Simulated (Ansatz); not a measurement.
# C₈H₂₄GeSi₂: up Jacob's ladder to CCSD(T)

One table from this session's results is given with a row withheld; the runs are named, their logs left out.

Program: Ansatz 0.2.0, Gaussian basis. Level of theory: functionals in def2-TZVPP, the program's frozen cores in correlated methods. These are calculated values, not measurements.

Plan: LDA (SPW92), PBE-D4, revPBE-D4, BLYP-D4, r2SCAN-D4, B97M-V, PBE0-D4, B3LYP-D4, r2SCANh-D4, r2SCAN0-D4, HSE06-D4, BHLYP-D4, CAM-B3LYP-D4, LC-ωPBE, ωB97X-V, ωB97M-V, B2PLYP, PBE-QIDH; CCSD(T)/def2-SVP; CCSD(T)/def2-TZVPP; MP2/def2-QZVPP; extrapolation to the limit; RPA on PBE.

## The geometry

An earlier PBE0-D4 in a triple-zeta def2 set relaxation fixed the geometry.

SMILES `C[Si](C)(C)[CH2][GeH2][CH2][Si](C)(C)C`, 35 atoms, charge 0, spin multiplicity 1.

Atoms are counted from 1 here; the program's logs count them from 0.

Bond lengths: C1–Si2 1.875 Å, C1–H12 1.094 Å, C1–H13 1.094 Å, C1–H14 1.093 Å, Si2–C3 1.875 Å, Si2–C4 1.876 Å, Si2–C5 1.876 Å, C3–H15 1.094 Å, C3–H16 1.093 Å, C3–H17 1.094 Å, C4–H18 1.093 Å, C4–H19 1.094 Å, C4–H20 1.093 Å, C5–Ge6 1.958 Å, C5–H21 1.096 Å, C5–H22 1.096 Å, Ge6–C7 1.958 Å, Ge6–H23 1.545 Å and more. Angles: Si2–C1–H12 110.8°, Si2–C1–H13 111.2°, Si2–C1–H14 111.6°, H12–C1–H13 107.7°, H12–C1–H14 107.8°, H13–C1–H14 107.6°, C1–Si2–C3 109.7°, C1–Si2–C4 109.2°, C1–Si2–C5 109.8°, C3–Si2–C4 109.2°, C3–Si2–C5 109.8°, C4–Si2–C5 109.2°, Si2–C3–H15 111.2°, Si2–C3–H16 111.5°, Si2–C3–H17 110.8°, H15–C3–H16 107.6°, H15–C3–H17 107.7°, H16–C3–H17 107.8° and more.

Set-up of the first run:

in.yaml reads:

```yaml
crystal:
  periodic: [false, false, false]
  atoms:
    - {symbol: C, position_ang: [0.011750, 1.858524, -3.366603]}
    - {symbol: Si, position_ang: [1.578824, 1.552317, -2.383863]}
    - {symbol: C, position_ang: [2.411356, -0.013029, -2.993631]}
    - {symbol: C, position_ang: [2.746261, 3.002718, -2.616837]}
    - {symbol: C, position_ang: [1.162490, 1.380895, -0.562286]}
    - {symbol: Ge, position_ang: [-0.057113, -0.072916, -0.080799]}
    - {symbol: C, position_ang: [-0.374006, -0.113625, 1.850710]}
    - {symbol: Si, position_ang: [-1.523090, -1.456969, 2.479915]}
    - {symbol: C, position_ang: [-3.214838, -1.263341, 1.695216]}
    - {symbol: C, position_ang: [-0.819365, -3.142439, 2.056596]}
    - {symbol: C, position_ang: [-1.686679, -1.307078, 4.343143]}
    - {symbol: H, position_ang: [0.239696, 2.003637, -4.426218]}
    - {symbol: H, position_ang: [-0.507524, 2.753544, -3.012629]}
    - {symbol: H, position_ang: [-0.683213, 1.018793, -3.286271]}
    - {symbol: H, position_ang: [3.317356, -0.227316, -2.419828]}
    - {symbol: H, position_ang: [1.750818, -0.879348, -2.905789]}
    - {symbol: H, position_ang: [2.698398, 0.083419, -4.044390]}
    - {symbol: H, position_ang: [2.291232, 3.934944, -2.271008]}
    - {symbol: H, position_ang: [3.010497, 3.131373, -3.670343]}
    - {symbol: H, position_ang: [3.673532, 2.856731, -2.055983]}
    - {symbol: H, position_ang: [2.085829, 1.234314, 0.008887]}
    - {symbol: H, position_ang: [0.714733, 2.313869, -0.202636]}
    - {symbol: H, position_ang: [0.540888, -1.422784, -0.535911]}
    - {symbol: H, position_ang: [-1.400088, 0.111793, -0.821725]}
    - {symbol: H, position_ang: [-0.770810, 0.866841, 2.136207]}
    - {symbol: H, position_ang: [0.601766, -0.212517, 2.338938]}
    - {symbol: H, position_ang: [-3.169500, -1.379038, 0.609344]}
    - {symbol: H, position_ang: [-3.637122, -0.276833, 1.906114]}
    - {symbol: H, position_ang: [-3.910855, -2.012588, 2.082496]}
    - {symbol: H, position_ang: [-1.455394, -3.939528, 2.451457]}
    - {symbol: H, position_ang: [0.179193, -3.271680, 2.483432]}
    - {symbol: H, position_ang: [-0.738593, -3.283808, 0.975836]}
    - {symbol: H, position_ang: [-2.351402, -2.077492, 4.744209]}
    - {symbol: H, position_ang: [-0.715814, -1.415723, 4.834383]}
    - {symbol: H, position_ang: [-2.095912, -0.333362, 4.626170]}
basis:
  gaussian: {orbitals: def2-TZVPP}
hamiltonian: {xc: lda}
output: {orbitals: {seedname: orbitals}}
```

Steps of the session up to this table: LDA; PBE-D4 (GGA); revPBE-D4 (GGA); BLYP-D4 (GGA); r2SCAN-D4 (meta-GGA); B97M-V (meta-GGA); PBE0-D4 (hybrid); B3LYP-D4 (hybrid); r2SCANh-D4 (hybrid); r2SCAN0-D4 (hybrid); HSE06-D4 (hybrid); BHLYP-D4 (hybrid); CAM-B3LYP-D4 (range-separated); LC-ωPBE (range-separated); ωB97X-V (range-separated); ωB97M-V (range-separated); B2PLYP (double hybrid); PBE-QIDH (double hybrid).

One of the session's tables, all rows but one given; the rest of the session is left out.

It belongs to the step «Orbital energies across the functionals». 

```
  functional  HOMO (eV)  LUMO (eV)  gap (eV)
 LDA (SPW92)      -6.46      -0.18      6.28
      PBE-D4      -6.32       0.05      6.37
   revPBE-D4      -6.25       0.17      6.43
     BLYP-D4      -6.18       0.08      6.26
   r2SCAN-D4      -6.56       0.60      7.16
      B97M-V      -6.64       0.11      6.75
     PBE0-D4      -7.49       0.81      8.31
    B3LYP-D4      -7.29       0.51      7.80
  r2SCANh-D4      -6.99       0.83      7.83
  r2SCAN0-D4      -7.66       1.17      8.82
    HSE06-D4      -7.10       0.45      7.55
    BHLYP-D4      -8.59       1.40      9.99
CAM-B3LYP-D4      -8.80       1.56     10.36
     LC-ωPBE     -10.10       2.84     12.94
     ωB97X-V          ?          ?         ?
     ωB97M-V      -9.63       2.16     11.79
```

Estimate the missing values for ωB97X-V.

**Answer.** HOMO (eV): -9.77; LUMO (eV): 2.57; gap (eV): 12.34. In the column «HOMO (eV)» it lies between LC-ωPBE (-10.10) and ωB97M-V (-9.63).
